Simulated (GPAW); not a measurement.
Runs of GPAW 26.7.0 on InSb3. It takes space group Pm-3m (No. 221, cubic). The conventional cell has a = 4.806 Å, b = 4.806 Å, c = 4.806 Å, α = 90.00°, β = 90.00°, γ = 90.00°. Sb (site symmetry 4/mmm) is surrounded by 8 Sb at 3.40 Å and 4 In at 3.40 Å. In (site symmetry m-3m) has 12 Sb at 3.40 Å as nearest neighbours. The cell comes from a database or a generator and needn't be the stable form of this composition.

```csv
task,level,potentials or basis,smearing,band path,band points,pressure (GPa)
band structure,PBE,"GPAW PAW data sets (gpaw-data 1.2.1), pw",fermi-dirac 0.05 eV,"GXMGRX,MR",100,-0.1
single point,PBE,"GPAW PAW data sets (gpaw-data 1.2.1), pw",gaussian 0.05 eV,-,-,-0.1
band structure,r2SCAN,"GPAW PAW data sets (gpaw-data 1.2.1), pw",fermi-dirac 0.05 eV,"GXMGRX,MR",100,-0.7
band structure,LDA,"the program's PAW data sets (release 1.2.1) made for this functional, pw",fermi-dirac 0.05 eV,"GXMGRX,MR",100,(a)
```

Alike in all rows: no spin polarisation; cell as given; k mesh 6 × 6 × 6; cutoff (eV) 600.

Fill in the values left out.

(a) -4.1.

Caveats: the PAW data sets were made with another functional, which shifts forces and pressure a little (some runs).

Not every run made on this cell is shown here.
